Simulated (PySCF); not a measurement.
# [CeSF]+: a change of charge

How does [CeSF]+ respond at fixed geometry? The runs cover a change of charge. It is a constructed species; whether it can be made isn't addressed.

Computed with PySCF 2.14.0. Level: PBE0, Ce def2-SVP with ECP28, S def2-SVP, F def2-SVP; scalar-relativistic core potentials, no spin–orbit coupling.

1 further run of the same task is left out (for a known fault of the program).

## (1) The starting structure

3 atoms, charge 1, spin multiplicity 1.

Bond lengths: Ce1–S2 2.246 Å, Ce1–F3 1.949 Å. Angles: S2–Ce1–F3 126.4°.

Geometry (Å):

```xyz
3
charge 1, multiplicity 1
Ce   -0.17858    0.00000   -0.27638
S     1.83341    0.00000    0.72265
F    -1.91121    0.00000    0.61556
```

Formal oxidation states: Ce +4. An earlier session relaxed this geometry at PBE0, Ce def2-SVP with ECP28, S def2-SVP, F def2-SVP (singlet, point group Cs).

Its energy there is -972.444231 Eh.

## (2) One electron removed, multiplicity 2

run.py (the lines that set the calculation) reads:

```python
mol = gto.M(atom='''
Ce    -0.17858     0.00000    -0.27638
S      1.83341     0.00000     0.72265
F     -1.91121     0.00000     0.61556''',
    basis={'Ce': 'def2-SVP', 'S': 'def2-SVP', 'F': 'def2-SVP'},
    ecp={'Ce': 'def2-SVP'},
    charge=2, spin=1)
mf = dft.UKS(mol, xc='PBE0')
mf.grids.atom_grid = (50, 194)  # f atoms: unpruned, at least (60, 302)
mf = mf.density_fit()  # fitting sets: Ce def2-universal-JKFIT, S def2-universal-JKFIT, F def2-universal-JKFIT
mf.conv_tol = 1e-08; mf.max_cycle = 55
mf.kernel(dm0)  # dm0: the density of the relaxed state
```

Launch:

```sh
$ OMP_NUM_THREADS=2 python run.py
```

Standard output:

```text
init E= -972.452932218166
  HOMO = -0.469635394144  LUMO = -0.463722395872  gap/eV = 0.16090
cycle= 1 E= -971.840143558687  delta_E= 0.613  |g|= 0.27  |ddm|= 0.759
  HOMO = -0.824313991932  LUMO = -0.740064367366  gap/eV = 2.29255
cycle= 2 E= -971.688710768406  delta_E= 0.151  |g|= 0.843  |ddm|= 0.749
  HOMO = -0.796351714144  LUMO = -0.699950620444  gap/eV = 2.62321
cycle= 3 E= -971.848945540936  delta_E= -0.16  |g|= 0.275  |ddm|= 0.503
  HOMO = -0.75721933533  LUMO = -0.663733990505  gap/eV = 2.54387
cycle= 4 E= -971.857965896472  delta_E= -0.00902  |g|= 0.266  |ddm|= 0.345
  HOMO = -0.757556800007  LUMO = -0.658848508233  gap/eV = 2.68599
cycle= 5 E= -971.88158843652  delta_E= -0.0236  |g|= 0.0749  |ddm|= 0.135
  HOMO = -0.754466573867  LUMO = -0.652578858633  gap/eV = 2.77251
cycle= 6 E= -971.883769737054  delta_E= -0.00218  |g|= 0.0114  |ddm|= 0.0481
  HOMO = -0.754681334841  LUMO = -0.651130539314  gap/eV = 2.81776
cycle= 7 E= -971.88401364603  delta_E= -0.000244  |g|= 0.0058  |ddm|= 0.0276
  HOMO = -0.754656210522  LUMO = -0.650473275884  gap/eV = 2.83496
cycle= 8 E= -971.884165824508  delta_E= -0.000152  |g|= 0.00445  |ddm|= 0.0233
  HOMO = -0.7545088632  LUMO = -0.649832071517  gap/eV = 2.84840
cycle= 9 E= -971.884339247591  delta_E= -0.000173  |g|= 0.00429  |ddm|= 0.0331
  HOMO = -0.754377818592  LUMO = -0.649529816018  gap/eV = 2.85306
cycle= 10 E= -971.884452037101  delta_E= -0.000113  |g|= 0.00426  |ddm|= 0.0254
  HOMO = -0.754007711982  LUMO = -0.649086718004  gap/eV = 2.85505
...
cycle= 22 E= -971.884865656054  delta_E= -3.15e-07  |g|= 0.000171  |ddm|= 0.00267
  HOMO = -0.754141316652  LUMO = -0.647424073243  gap/eV = 2.90392
cycle= 23 E= -971.884865829976  delta_E= -1.74e-07  |g|= 0.000126  |ddm|= 0.00134
  HOMO = -0.754135241352  LUMO = -0.647422364264  gap/eV = 2.90381
cycle= 24 E= -971.884865989455  delta_E= -1.59e-07  |g|= 0.000112  |ddm|= 0.00123
  HOMO = -0.754123185924  LUMO = -0.647416835153  gap/eV = 2.90363
cycle= 25 E= -971.884866299366  delta_E= -3.1e-07  |g|= 0.000125  |ddm|= 0.00276
  HOMO = -0.754112258498  LUMO = -0.647410069752  gap/eV = 2.90351
cycle= 26 E= -971.88486660782  delta_E= -3.08e-07  |g|= 0.000117  |ddm|= 0.00367
  HOMO = -0.754101008976  LUMO = -0.647412116195  gap/eV = 2.90315
cycle= 27 E= -971.884866774209  delta_E= -1.66e-07  |g|= 0.000124  |ddm|= 0.00227
  HOMO = -0.754094856186  LUMO = -0.647416328555  gap/eV = 2.90287
cycle= 28 E= -971.884866965724  delta_E= -1.92e-07  |g|= 9.92e-05  |ddm|= 0.00406
  HOMO = -0.754092795902  LUMO = -0.647418579254  gap/eV = 2.90275
cycle= 29 E= -971.88486700968  delta_E= -4.4e-08  |g|= 9.24e-05  |ddm|= 0.00154
  HOMO = -0.754091454783  LUMO = -0.647424902864  gap/eV = 2.90254
cycle= 30 E= -971.884867036004  delta_E= -2.63e-08  |g|= 2.49e-05  |ddm|= 0.00159
  HOMO = -0.754094089321  LUMO = -0.647428501007  gap/eV = 2.90252
cycle= 31 E= -971.884867040452  delta_E= -4.45e-09  |g|= 2.16e-05  |ddm|= 0.000448
  HOMO = -0.754093985915  LUMO = -0.647429685907  gap/eV = 2.90248
Extra cycle  E= -971.884867038864  delta_E= 1.59e-09  |g|= 8.53e-05  |ddm|= 8.3e-05
converged SCF energy = -971.884867038864  <S^2> = 0.87145763  2S+1 = 2.1179779
```

Wall time 26 s (2 threads of Intel Xeon at 2.50GHz (Skylake/Cascade Lake), shared host).

Read off: E = -971.884867 Eh (+15.221 eV from the relaxed state), HOMO -20.52 eV, LUMO -17.62 eV (over both spins), ⟨S²⟩ = 0.871, Mulliken charge on Ce1 +1.63 e. 

## (3) One electron added, multiplicity 2

Edit run.py (the lines that set the calculation) of step 2 so:

```diff
@@ -6,3 +6,3 @@
     ecp={'Ce': 'def2-SVP'},
-    charge=2, spin=1)
+    charge=0, spin=1)
 mf = dft.UKS(mol, xc='PBE0')
```

Launch:

```sh
$ OMP_NUM_THREADS=2 python run.py
```

Standard output:

```text
init E= -972.452310898911
  HOMO = -0.34356858149  LUMO = -0.327991919595  gap/eV = 0.42386
cycle= 1 E= -972.47228105709  delta_E= -0.02  |g|= 0.89  |ddm|= 0.687
cycle= 2 E= -971.553476816271  delta_E= 0.919  |g|= 1.82  |ddm|= 2.49
  HOMO = -0.155902266009  LUMO = -0.0753864884012  gap/eV = 2.19095
cycle= 3 E= -972.695368243744  delta_E= -1.14  |g|= 0.197  |ddm|= 2.22
  HOMO = -0.164779192879  LUMO = -0.0606061203605  gap/eV = 2.83469
cycle= 4 E= -972.705970486464  delta_E= -0.0106  |g|= 0.121  |ddm|= 0.261
  HOMO = -0.179633602006  LUMO = -0.0634123975596  gap/eV = 3.16254
cycle= 5 E= -972.713652695599  delta_E= -0.00768  |g|= 0.0159  |ddm|= 0.132
  HOMO = -0.18197025149  LUMO = -0.0632585389118  gap/eV = 3.23031
cycle= 6 E= -972.713760119855  delta_E= -0.000107  |g|= 0.0102  |ddm|= 0.0198
  HOMO = -0.182377124104  LUMO = -0.0633995974099  gap/eV = 3.23754
cycle= 7 E= -972.713797051814  delta_E= -3.69e-05  |g|= 0.0025  |ddm|= 0.00817
  HOMO = -0.182735130195  LUMO = -0.0634677340951  gap/eV = 3.24543
cycle= 8 E= -972.713806300564  delta_E= -9.25e-06  |g|= 0.00166  |ddm|= 0.00519
  HOMO = -0.182907807773  LUMO = -0.0634890656147  gap/eV = 3.24955
cycle= 9 E= -972.713813264034  delta_E= -6.96e-06  |g|= 0.0014  |ddm|= 0.00404
  HOMO = -0.183085553515  LUMO = -0.0635420860316  gap/eV = 3.25294
cycle= 10 E= -972.71382166809  delta_E= -8.4e-06  |g|= 0.00109  |ddm|= 0.00467
  HOMO = -0.183082741698  LUMO = -0.0635490505996  gap/eV = 3.25268
cycle= 11 E= -972.713830525788  delta_E= -8.86e-06  |g|= 0.00108  |ddm|= 0.00501
...
macro= 0  E= -567.903188657619  delta_E= -64.3228  |g|= 32.7373  3 KF 15 JK
macro= 1  E= -625.021365336591  delta_E= -57.1182  |g|= 41.2897  3 KF 15 JK
macro= 2  E= -748.051561615674  delta_E= -123.03  |g|= 45.0379  3 KF 15 JK
macro= 3  E= -840.421814121327  delta_E= -92.3703  |g|= 33.8296  3 KF 15 JK
macro= 4  E= -933.880098700506  delta_E= -93.4583  |g|= 14.6385  3 KF 15 JK
macro= 5  E= -965.793637262734  delta_E= -31.9135  |g|= 4.59808  3 KF 15 JK
macro= 6  E= -971.202246720649  delta_E= -5.40861  |g|= 0.959203  3 KF 15 JK
macro= 7  E= -972.282685954916  delta_E= -1.08044  |g|= 0.603559  3 KF 16 JK
macro= 8  E= -972.523536660752  delta_E= -0.240851  |g|= 0.367553  4 KF 17 JK
macro= 9  E= -972.626155480177  delta_E= -0.102619  |g|= 0.180877  3 KF 14 JK
macro= 10  E= -972.675233569407  delta_E= -0.0490781  |g|= 0.213629  3 KF 18 JK
macro= 11  E= -972.70015991047  delta_E= -0.0249263  |g|= 0.12523  2 KF 7 JK
macro= 12  E= -972.713070041924  delta_E= -0.0129101  |g|= 0.0132494  3 KF 23 JK
macro= 13  E= -972.713621892706  delta_E= -0.000551851  |g|= 0.00974573  3 KF 24 JK
macro= 14  E= -972.713746570068  delta_E= -0.000124677  |g|= 0.00457043  3 KF 25 JK
macro= 15  E= -972.713818318077  delta_E= -7.1748e-05  |g|= 0.00207587  3 KF 26 JK
macro= 16  E= -972.713862330945  delta_E= -4.40129e-05  |g|= 0.00523802  1 KF 5 JK
macro= 17  E= -972.712676947483  delta_E= 0.00118538  |g|= 0.00969936  2 KF 7 JK
macro= 18  E= -972.714444762142  delta_E= -0.00176781  |g|= 0.00899248  3 KF 24 JK
macro= 19  E= -972.714703009813  delta_E= -0.000258248  |g|= 0.00524665  3 KF 25 JK
macro X = 20  E=-972.714703009813  |g|= 0.00524665  total 58 KF 357 JK
SCF not converged.
```

Run time: 6 min. Hardware: 2 threads of Intel Xeon at 2.50GHz (Skylake/Cascade Lake), shared host.

The SCF didn't converge.

## (4) Results

| state | energy from the relaxed state (eV) | ⟨S²⟩ | time |
| --- | --- | --- | --- |
| charge +1, singlet, vacuum (relaxed) | 0 | 0.00 |  |
| charge +2, doublet, vacuum | 15.22 | 0.87 | 26 s |

An electron taken off or put on is at rest in vacuum. 

Removing an electron vertically costs 15.22 eV (doublet), against −HOMO = 12.78 eV. These are double-zeta-type bases without diffuse functions. Spin–orbit coupling is left out.
